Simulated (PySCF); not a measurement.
# Br4Eu ([EuBr4]-): the cost of one run

Computed with PySCF 2.14.0 and routines of our own; the level stands in each step. Atoms count from 0.

### Step 1. The system as given

5 atoms, charge -1, states of the metal's open shell are computed; geometry from: model geometry, bond lengths from ionic radii.

### Step 2. Ligand-field states: state-averaged CASSCF

What the job is given:

```
{"job": {"kind": "lf", "basis": {"metal": "x2c-TZVPall", "ligand": "x2c-SVPall"}, "nevpt": false, "roots": {"7": 7, "5": 140, "3": 113, "1": 123}}, "charge": -1, "metal": "Eu", "open_shell": "f6"}
Eu     0.000000     0.000000     0.000000
Br     1.551340     1.551340     1.551341
Br    -1.551340    -1.551340     1.551341
Br    -1.551340     1.551340    -1.551341
Br     1.551340    -1.551340    -1.551341
```

With the program's defaults for keys left out, this is: state-averaged CASSCF of the metal f shell, state-interaction spin-orbit coupling.

The run is started by

```bash
$ OMP_NUM_THREADS=1 python lf_run.py task.json out
```

This one command runs all jobs of the session in turn.

**Question.** How long does this first job take on 1 thread of Arm Neoverse V2, shared host, and how much memory does it need?

About 73 s, with a peak of 0.99 GiB.
